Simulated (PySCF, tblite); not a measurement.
# CH₈Ge₂O, a small molecule taken as a stand-in for a surface group (Ge site with back bonds C, O[GeH3], [H]): NMR shifts, core binding energies and electronic excitations

What NMR shifts, core binding energies and electronic excitations should one expect for `[CH3][GeH2][O][GeH3]`?

Computed with tblite 0.8.0 and PySCF 2.14.0; each step states its level. No surroundings beyond the atoms listed, unless a continuum is named. Atoms count from 0, parts from 1.

## Step 1: Starting point

12 atoms, charge 0, multiplicity 1; geometry: distance geometry start.

## Step 2: Geometry optimisation with GFN2-xTB

The job: settings as JSON, then the geometry in Å.

```
{"job": {"kind": "relax", "xc": "GFN2-xTB", "basis": "xTB"}, "charge": 0, "multiplicity": 1}
Ge     0.475288    -1.669111    -1.292102
C      0.417986     0.076836    -2.137687
O      0.310673    -1.505191     0.536139
Ge     0.410565     0.085634     1.505506
H      1.810918    -2.352877    -1.632309
H     -0.658726    -2.521646    -1.834756
H      0.586957    -0.037937    -3.135563
H     -0.506321     0.499305    -1.964698
H      1.167880     0.670255    -1.675295
H      0.866503    -0.187352     2.904189
H      1.419916     1.004355     0.813831
H     -0.933620     0.758789     1.504412
```

Level: GFN2-xTB geometry optimisation, gas phase.

Run with:

```
OMP_NUM_THREADS=1 python cluster_run.py task.json out
```

The driver reads the jobs from task.json and runs them one after another.

What it wrote:

```text
step      E/eV     max force
  0    -384.94395    2.660
  1    -385.12871    0.880
  2    -385.18568    0.613
  3    -385.21887    0.445
  4    -385.24419    0.480
  5    -385.28025    0.678
  6    -385.31585    0.624
  7    -385.34387    0.395
  8    -385.36296    0.329
  9    -385.37762    0.330
 10    -385.38689    0.284
 11    -385.39135    0.171
 12    -385.39353    0.121
 13    -385.39534    0.125
 14    -385.39731    0.147
 15    -385.39917    0.145
 16    -385.40053    0.122
 17    -385.40150    0.090
 18    -385.40252    0.105
 19    -385.40380    0.103
 20    -385.40544    0.152
 21    -385.40723    0.149
 22    -385.40876    0.083
 23    -385.41009    0.109
 24    -385.41171    0.119
 25    -385.41397    0.194
 26    -385.41668    0.194
 27    -385.41915    0.141
 28    -385.42096    0.110
 29    -385.42234    0.147
 30    -385.42371    0.187
 31    -385.42508    0.161
 32    -385.42616    0.089
 33    -385.42697    0.078
 34    -385.42772    0.079
 35    -385.42853    0.100
 36    -385.42941    0.088
 37    -385.43034    0.082
 38    -385.43131    0.093
 39    -385.43226    0.100
 40    -385.43298    0.066
 41    -385.43341    0.044
 42    -385.43372    0.038
 43    -385.43405    0.047
 44    -385.43442    0.052
 45    -385.43475    0.048
 46    -385.43498    0.034
 47    -385.43511    0.028
 48    -385.43519    0.027
 49    -385.43525    0.020
 50    -385.43529    0.014
 51    -385.43531    0.012
 52    -385.43533    0.010
 53    -385.43534    0.009
 54    -385.43535    0.010
 55    -385.43536    0.008
 56    -385.43537    0.008
 57    -385.43538    0.010
 58    -385.43540    0.009
 59    -385.43541    0.009
 60    -385.43541    0.009
 61    -385.43542    0.008
 62    -385.43543    0.013
 63    -385.43546    0.019
 64    -385.43551    0.023
 65    -385.43556    0.026
 66    -385.43560    0.020
 67    -385.43563    0.021
 68    -385.43569    0.034
 69    -385.43578    0.044
 70    -385.43589    0.041
 71    -385.43599    0.025
 72    -385.43604    0.014
 73    -385.43606    0.012
 74    -385.43608    0.016
 75    -385.43610    0.014
 76    -385.43613    0.018
 77    -385.43615    0.012
 78    -385.43618    0.017
 79    -385.43621    0.014
 80    -385.43623    0.009
 81    -385.43624    0.008
 82    -385.43625    0.008
```

Wall time 1.4 s (1 thread of Arm Neoverse V2, shared host).

Step by step:

| step | energy from step 0 (eV) | largest force (eV/Å) |
| --- | --- | --- |
| 0 | 0.0000 | 2.6599 |
| 3 | -0.2749 | 0.4441 |
| 6 | -0.3719 | 0.6243 |
| 9 | -0.4337 | 0.3299 |
| 12 | -0.4496 | 0.1207 |
| 15 | -0.4552 | 0.1449 |
| 18 | -0.4586 | 0.1052 |
| 21 | -0.4633 | 0.1494 |
| 24 | -0.4678 | 0.1185 |
| 27 | -0.4752 | 0.1408 |
| 30 | -0.4798 | 0.1865 |
| 33 | -0.4830 | 0.0782 |
| 36 | -0.4855 | 0.0878 |
| 39 | -0.4883 | 0.0998 |
| 42 | -0.4898 | 0.0379 |
| 45 | -0.4908 | 0.0478 |
| 48 | -0.4912 | 0.0264 |
| 51 | -0.4914 | 0.0115 |
| 54 | -0.4914 | 0.0100 |
| 57 | -0.4914 | 0.0094 |
| 60 | -0.4915 | 0.0091 |
| 63 | -0.4915 | 0.0188 |
| 66 | -0.4917 | 0.0201 |
| 69 | -0.4918 | 0.0439 |
| 72 | -0.4921 | 0.0136 |
| 75 | -0.4922 | 0.0144 |
| 78 | -0.4922 | 0.0168 |
| 81 | -0.4923 | 0.0085 |
| 82 | -0.4923 | 0.0075 |

Distances of close pairs at the start and the end, largest changes first:

| bond | before (Å) | after (Å) | change (Å) |
| --- | --- | --- | --- |
| O2–Ge3 | 1.866 | 1.729 | -0.137 |
| Ge0–O2 | 1.843 | 1.757 | -0.086 |
| C1–H6 | 1.019 | 1.086 | +0.068 |
| C1–H7 | 1.031 | 1.089 | +0.058 |
| Ge0–H4 | 1.539 | 1.508 | -0.031 |
| Ge0–C1 | 1.941 | 1.967 | +0.027 |
| Ge3–H10 | 1.530 | 1.504 | -0.026 |
| C1–H8 | 1.062 | 1.088 | +0.026 |

## Step 3: Optimising the geometry at PBE0-D3(BJ)/def2-SVP

The job: settings as JSON, then the geometry in Å.

```
{"job": {"xc": "PBE0", "basis": "def2-SVP", "d3": "d3bj", "grid": 2, "kind": "geom", "shake": 0.01}, "charge": 0, "multiplicity": 1}
Ge     0.104654    -1.172760    -0.747075
C     -0.049370     0.493798    -1.823963
O      0.119784    -0.750331     0.949800
Ge     0.006471     0.503240     2.138194
H      1.351751    -1.941602    -0.960032
H     -1.114537    -2.056989    -0.877132
H     -0.068990     0.271032    -2.883643
H     -0.928631     1.054463    -1.559979
H      0.815368     1.142062    -1.612340
H      0.172718    -0.221600     3.446608
H      1.020958     1.539923     1.907420
H     -1.391686     1.111180     2.039143
```

What it wrote:

```text
step   0  E = -4270.90448329  max force = 0.025598
step   1  E = -4270.91187257  max force = 0.004914
step   2  E = -4270.91275407  max force = 0.001860
step   3  E = -4270.91288112  max force = 0.002676
step   4  E = -4270.91305479  max force = 0.003129
step   5  E = -4270.91309895  max force = 0.001612
step   6  E = -4270.91312392  max force = 0.000301
step   7  E = -4270.91312795  max force = 0.000448
optimisation converged
```

It took 87 s on 1 thread of Arm Neoverse V2, shared host; peak memory 0.72 GiB.

Along the way:

| step | energy from step 0 (eV) | largest force component (eV/Å) |
| --- | --- | --- |
| 0 | 0.0000 | 1.3163 |
| 1 | -0.2011 | 0.2527 |
| 2 | -0.2251 | 0.0956 |
| 3 | -0.2285 | 0.1376 |
| 4 | -0.2332 | 0.1609 |
| 5 | -0.2344 | 0.0829 |
| 6 | -0.2351 | 0.0155 |
| 7 | -0.2352 | 0.0230 |

Distances of close pairs at the start and the end, largest changes first:

| bond | before (Å) | after (Å) | change (Å) |
| --- | --- | --- | --- |
| Ge3–H10 | 1.469 | 1.544 | +0.076 |
| Ge0–H4 | 1.480 | 1.541 | +0.060 |
| O2–Ge3 | 1.731 | 1.773 | +0.042 |
| Ge0–C1 | 1.990 | 1.949 | -0.042 |
| Ge0–O2 | 1.749 | 1.783 | +0.034 |
| Ge0–H5 | 1.512 | 1.543 | +0.031 |
| Ge3–H9 | 1.505 | 1.536 | +0.031 |
| C1–H7 | 1.076 | 1.100 | +0.025 |

The next job starts from the end point, and lists it.

| at the end point | value |
| --- | --- |
| point group (found at 0.08 Å tolerance) | C1 |
| rotational constants (GHz, main isotopes) | 6.669, 1.111, 0.983 |
| dipole moment (D) | 1.68 |

## Step 4: Shielding tensors: PBE0/pcSseg-2

The job: settings as JSON, then the geometry in Å.

```
{"job": {"kind": "nmr", "xc": "PBE0", "basis": "pcSseg-2"}, "charge": 0, "multiplicity": 1}
Ge     0.081701    -1.232040    -0.834565
C      0.029223     0.514120    -1.697867
O      0.205127    -1.034378     0.932873
Ge    -0.039374     0.392428     1.956187
H      1.322633    -2.037930    -1.264607
H     -1.205720    -2.032839    -1.121633
H     -0.033257     0.394398    -2.789970
H     -0.849277     1.085960    -1.363379
H      0.936477     1.089480    -1.462537
H      0.165795    -0.083414     3.402198
H      0.988663     1.483996     1.586704
H     -1.468818     0.943440     1.757398
```

Level: GIAO PBE0/pcSseg-2 NMR shielding, non-relativistic, gas phase.

What it wrote:

```text
coarse grid: 44968 points
cycle   1  E = -4271.4248628397  dE = -1.270e+00  |g| = 1.670e+00  |ddm| = 2.328e+00
cycle   2  E = -4270.8277755745  dE =  5.971e-01  |g| = 2.464e+00  |ddm| = 1.665e+00
cycle   3  E = -4271.5964445734  dE = -7.687e-01  |g| = 5.331e-01  |ddm| = 1.453e+00
cycle   4  E = -4271.6472560545  dE = -5.081e-02  |g| = 1.383e-01  |ddm| = 2.913e-01
cycle   5  E = -4271.6491566976  dE = -1.901e-03  |g| = 1.263e-02  |ddm| = 5.312e-02
cycle   6  E = -4271.6491716396  dE = -1.494e-05  |g| = 3.305e-03  |ddm| = 6.861e-03
cycle   7  E = -4271.6491727931  dE = -1.154e-06  |g| = 1.239e-03  |ddm| = 1.792e-03
final grid: 91472 points
cycle   8  E = -4271.6491981762  dE =  8.139e-08  |g| = 1.794e-03  |ddm| = 2.342e-03
cycle   9  E = -4271.6491975922  dE =  5.839e-07  |g| = 2.724e-03  |ddm| = 1.701e-03
cycle  10  E = -4271.6491985074  dE = -9.152e-07  |g| = 3.611e-04  |ddm| = 1.159e-03
cycle  11  E = -4271.6491985283  dE = -2.085e-08  |g| = 9.053e-06  |ddm| = 1.571e-04
cycle  12  E = -4271.6491985283  dE = -4.547e-12  |g| = 6.539e-06  |ddm| = 1.153e-05
converged SCF energy = -4271.6491985283

GIAO shielding tensors (ppm)
atom      isotropic    diamagn.    paramagn.     s11        s22        s33       span
  0 Ge    1333.824    2755.720   -1421.896   1194.359   1287.563   1519.550    325.191
  1 C      186.108     243.727     -57.619    175.500    189.104    193.720     18.220
  2 O      342.723     385.984     -43.261    272.222    360.324    395.623    123.401
  3 Ge    1422.371    2755.314   -1332.943   1304.226   1316.292   1646.594    342.368
  4 H       26.002      28.722      -2.719     19.562     21.570     36.874     17.312
  5 H       25.983      28.945      -2.962     19.568     21.630     36.752     17.184
  6 H       31.103      28.091       3.012     26.363     27.301     39.645     13.282
  7 H       30.599      30.857      -0.259     25.966     28.970     36.860     10.894
  8 H       30.546      30.471       0.075     26.037     28.527     37.073     11.036
  9 H       26.166      27.940      -1.774     19.687     21.682     37.130     17.443
 10 H       26.104      29.330      -3.226     19.455     23.015     35.843     16.388
 11 H       26.100      29.190      -3.090     19.661     22.619     36.019     16.357
```

It took 60 s on 1 thread of Arm Neoverse V2, shared host; peak memory 1.4 GiB.

Shifts follow as δ = σ(reference) − σ, with reference shieldings (ppm) from runs at the same level and on the same kind of geometry: 1H TMS 31.25, 13C TMS 184.1, 17O H2O 328.2, 73Ge GeMe4 1337. The references are single molecules in the gas phase, so shifts against H2O, NH3, PH3, H3PO4 or CFCl3 are not on the usual liquid scales and can be off by tens of ppm.

| atoms | environment | σ (ppm) | δ (ppm) |
| --- | --- | --- | --- |
| C1 | carbon bonded to Ge, 3 H | 186.1 | -2.0 |
| H5 | hydrogen on a germanium bonded to C, O | 25.98 | 5.26 |
| H4 | hydrogen on a germanium bonded to C, O | 26.00 | 5.24 |
| H11 | hydrogen on a germanium bonded to O | 26.10 | 5.15 |
| H10 | hydrogen on a germanium bonded to O | 26.10 | 5.14 |
| H9 | hydrogen on a germanium bonded to O | 26.17 | 5.08 |
| H8 | hydrogen on a carbon bonded to Ge | 30.55 | 0.70 |
| H7 | hydrogen on a carbon bonded to Ge | 30.60 | 0.65 |
| H6 | hydrogen on a carbon bonded to Ge | 31.10 | 0.14 |
| Ge0 | germanium bonded to C, O, 2 H | 1334 | 3 |
| Ge3 | germanium bonded to O, 3 H | 1422 | -85 |
| O2 | oxygen bonded to 2 Ge | 342.7 | -14.6 |

The run also stored atomic charges by several schemes (e):

| atoms | Mulliken | IAO | Hirshfeld | ESP fit |
| --- | --- | --- | --- | --- |
| Ge0 | 0.59 | 0.88 | 0.42 | 0.69 |
| C1 | -0.20 | -0.71 | -0.22 | -0.57 |
| O2 | -0.67 | -0.83 | -0.36 | -0.49 |
| Ge3 | 0.58 | 0.72 | 0.38 | 0.40 |

Mayer bond orders: Ge0–C1 0.96, Ge0–O2 0.94, O2–Ge3 0.97.

## Step 5: Core-electron binding energies: SCAN, X2C

Same as in step 4 but for these lines:

```diff
@@ -1,2 +1,2 @@
-{"job": {"kind": "nmr", "xc": "PBE0", "basis": "pcSseg-2"}, "charge": 0, "multiplicity": 1}
+{"job": {"kind": "xps", "holes": 5}, "charge": 0, "multiplicity": 1}
 Ge     0.081701    -1.232040    -0.834565
```

Level: delta-SCF UKS SCAN, pcX-2 on the ionised atom, pcseg-1 elsewhere, spin-free X2C.

What it wrote:

```text
ground state, core basis on atom 1 (C), 153 functions
  cycle   1  E = -4305.94665813  |g| = 8.19e-01
  cycle   2  E = -4305.23455723  |g| = 1.97e+00
  cycle   3  E = -4306.06801470  |g| = 2.71e-01
  cycle   4  E = -4306.08432602  |g| = 9.80e-02
  cycle   5  E = -4306.08664595  |g| = 1.95e-02
  cycle   6  E = -4306.08676776  |g| = 3.41e-03
  cycle   7  E = -4306.08677233  |g| = 6.52e-04
  cycle   8  E = -4306.08677183  |g| = 1.60e-04
  E(ground) = -4306.35385288 Eh
hole in C 1s of atom 1
  cycle   1  E = -4294.84038635  |g| = 1.50e+00
  cycle   2  E = -4294.18644085  |g| = 1.79e+00
  cycle   3  E = -4295.34319905  |g| = 4.15e-01
  cycle   4  E = -4295.32590858  |g| = 4.67e-01
  cycle   5  E = -4295.41353002  |g| = 5.40e-02
  cycle   6  E = -4295.41462044  |g| = 9.32e-03
  cycle   7  E = -4295.41465777  |g| = 4.69e-03
  cycle   8  E = -4295.41467289  |g| = 1.09e-03
  cycle   9  E = -4295.41467712  |g| = 4.92e-04
  E(ion) = -4295.68101548 Eh   <S^2> = 0.7675   hole on atom = 1.000   binding energy = 290.423 eV
ground state, core basis on atom 2 (O), 153 functions
  cycle   1  E = -4306.11921914  |g| = 1.11e-01
  cycle   2  E = -4306.11544812  |g| = 1.57e-01
  cycle   3  E = -4306.11940952  |g| = 5.87e-02
  cycle   4  E = -4306.12002199  |g| = 7.86e-03
  cycle   5  E = -4306.12003482  |g| = 1.60e-03
  cycle   6  E = -4306.12003206  |g| = 2.43e-04
  E(ground) = -4306.38439682 Eh
hole in O 1s of atom 2
  cycle   1  E = -4285.53781375  |g| = 2.24e+00
  cycle   2  E = -4284.92745877  |g| = 2.30e+00
  cycle   3  E = -4286.32943587  |g| = 4.36e-01
  cycle   4  E = -4286.37965432  |g| = 1.66e-01
  cycle   5  E = -4286.39322477  |g| = 5.83e-02
  cycle   6  E = -4286.39506347  |g| = 1.21e-02
  cycle   7  E = -4286.39514172  |g| = 2.97e-03
  cycle   8  E = -4286.39514384  |g| = 1.04e-03
  cycle   9  E = -4286.39514503  |g| = 2.26e-04
  E(ion) = -4286.66089365 Eh   <S^2> = 0.7640   hole on atom = 1.000   binding energy = 536.704 eV
```

Wall time 15 s (1 thread of Arm Neoverse V2, shared host); peak memory 0.49 GiB.

Binding energies by hole, beside the orbital energy of the ground state; the difference holds orbital relaxation and, for a density functional, its self-interaction error:

| hole | stands for | environment | ΔSCF (eV) | −ε (eV) | ⟨S²⟩ |
| --- | --- | --- | --- | --- | --- |
| C1s on C1 | C1 | carbon bonded to Ge, 3 H | 290.42 | 273.7 | 0.768 |
| O1s on O2 | O2 | oxygen bonded to 2 Ge | 536.70 | 516.0 | 0.764 |

## Step 6: TDDFT and polarisability: CAM-B3LYP/def2-SVPD

Same as in step 5 but for these lines:

```diff
@@ -1,2 +1,2 @@
-{"job": {"kind": "xps", "holes": 5}, "charge": 0, "multiplicity": 1}
+{"job": {"kind": "uv", "xc": "CAM-B3LYP", "basis": "def2-SVPD", "nstates": 6, "ntriplets": 2, "ip": true}, "charge": 0, "multiplicity": 1}
 Ge     0.081701    -1.232040    -0.834565
```

Level: TDDFT CAM-B3LYP/def2-SVPD, vertical, gas phase, core orbitals frozen in the response.

What it wrote:

```text
coarse grid: 44968 points
cycle   1  E = -4271.6093884790  dE = -1.152e+00  |g| = 9.653e-01  |ddm| = 4.016e+00
cycle   2  E = -4271.3709724041  dE =  2.384e-01  |g| = 1.487e+00  |ddm| = 2.830e+00
cycle   3  E = -4271.7581689578  dE = -3.872e-01  |g| = 1.718e-01  |ddm| = 1.804e+00
cycle   4  E = -4271.7630611209  dE = -4.892e-03  |g| = 4.264e-02  |ddm| = 2.468e-01
cycle   5  E = -4271.7633230863  dE = -2.620e-04  |g| = 3.776e-03  |ddm| = 5.708e-02
cycle   6  E = -4271.7633272961  dE = -4.210e-06  |g| = 1.060e-03  |ddm| = 1.067e-02
final grid: 91472 points
cycle   7  E = -4271.7633265143  dE = -1.809e-07  |g| = 9.516e-04  |ddm| = 4.201e-03
cycle   8  E = -4271.7633265314  dE = -1.712e-08  |g| = 9.440e-04  |ddm| = 1.777e-03
cycle   9  E = -4271.7633266208  dE = -8.941e-08  |g| = 4.267e-05  |ddm| = 7.656e-04
cycle  10  E = -4271.7633266213  dE = -4.966e-10  |g| = 1.926e-05  |ddm| = 1.018e-04
converged SCF energy = -4271.7633266213

Static polarisability (au): isotropic 76.692, principal 69.829 75.964 84.282

Singlet excitations
state   eV       nm        f      main configurations
  1   6.6523    186.4   0.00412   H->L 0.63, H->L+1 0.29
  2   7.0733    175.3   0.01207   H-1->L 0.62, H-1->L+1 0.28
  3   7.4186    167.1   0.06913   H->L+1 0.66, H->L 0.28
  4   7.6925    161.2   0.01106   H-1->L+1 0.66, H-1->L 0.26
  5   7.9210    156.5   0.00469   H->L+2 0.55, H-3->L 0.20
  6   8.0754    153.5   0.02066   H-2->L 0.47, H-1->L+2 0.23

Triplet excitations (Tamm-Dancoff, eV): 6.2323 6.6451
Vertical ionisation energy (delta-SCF) = 10.1012 eV
```

Wall time 1.9 min (1 thread of Arm Neoverse V2, shared host); peak memory 1 GiB.

Frontier orbitals and where they lie:

| orbital | eV | atoms |
| --- | --- | --- |
| HOMO−3 | -10.92 | Ge0 23 %, Ge3 18 %, H5 14 % |
| HOMO−2 | -10.71 | Ge3 20 %, H9 17 %, Ge0 16 % |
| HOMO−1 | -9.66 | O2 40 %, C1 18 %, Ge0 12 % |
| HOMO | -9.37 | O2 48 %, Ge0 12 %, Ge3 11 % |
| LUMO | 0.78 | Ge3 30 %, O2 12 %, Ge0 12 % |
| LUMO+1 | 0.86 | Ge3 30 %, Ge0 22 %, C1 8 % |
| LUMO+2 | 1.42 | Ge0 28 %, Ge3 24 %, H6 8 % |

With each of the 6 states as a Gaussian band of 0.4 eV half-width at 1/e, the curve within the window shown has maxima at 167 nm (ε 3,400) L/(mol cm). Beyond the last state computed it falls off for lack of states. The curve at chosen wavelengths:

```
 nm  ε (L/mol/cm)
148           562
150           852
152          1151
155          1587
157          1902
159          2272
161          2686
164          3231
166          3407
168          3363
170          3105
173          2459
175          1976
177          1529
179          1154
182           743
184           556
186           419
188           319
191           213
193           161
195           119
197            86
200            50
202            34
204            22
```

Further results of this job:

| property | computed |
| --- | --- |
| dipole moment (D) | 1.63 |
| polarisability (Å³) | 11.36 |
| HOMO–LUMO gap (eV) | 10.14 |
| −ε(HOMO) (eV) | 9.37 |

## Step 7: What came out

| quantity | value |
| --- | --- |
| point group | C1 |
| rotational constants (main isotopes) | 6.67, 1.11, 0.98 GHz |
| 13C shifts against TMS (PBE0/pcSseg-2) | -2.0 ppm |
| 1H shifts against TMS (PBE0/pcSseg-2) | 5.26, 5.24, 5.15, 5.14, 5.08, 0.70, 0.65, 0.14 ppm |
| 73Ge shifts against GeMe4 (PBE0/pcSseg-2) | 3, -85 ppm |
| 17O shifts against H2O (PBE0/pcSseg-2) | -14.6 ppm |
| C1s binding energies, SCAN/pcX-2 | C1 290.42 eV |
| O1s binding energies, SCAN/pcX-2 | O2 536.70 eV |
| lowest singlet (CAM-B3LYP/def2-SVPD) | 6.65 eV (186 nm), f = 0.004 |
| brightest single state of those computed | state 3, 7.42 eV, f = 0.069 |
| lowest triplet | 6.23 eV |
| vertical ionisation energy (ΔSCF) | 10.10 eV |

What this shows: The start of the PBE0/def2-SVP relaxation was shaken at random by about 0.01 Å, so part of the energy gained, and of the first lengths quoted, undoes that. The optimisation took 7 steps and gained 0.235 eV; among the close pairs (by a distance rule), Ge3–H10 changed most, from 1.469 to 1.544 Å (PBE0/def2-SVP). No frequency check was run at this level, so the end point may be a saddle. Hydrogens of an XH3 group are listed apart at this fixed geometry; free rotation makes them one line at their mean. The lowest singlet, at 6.65 eV, is HOMO→LUMO 0.63, HOMO→LUMO+1 0.29 and is weak; of the 6 states computed, the strongest absorption comes from state 3 at 7.42 eV. The lowest triplet lies 0.42 eV below the lowest singlet (triplets in Tamm-Dancoff, singlets in full TDDFT). ΔSCF puts the ionisation energy at 10.10 eV, 0.74 eV above −ε(HOMO). Spin-orbit coupling is left out, which matters for shieldings and couplings at and beside the heavy atoms. A capped cluster stands for the solid here, so long-range fields and strain are missing, and bands or shifts of the capping hydrogens have no counterpart in it.
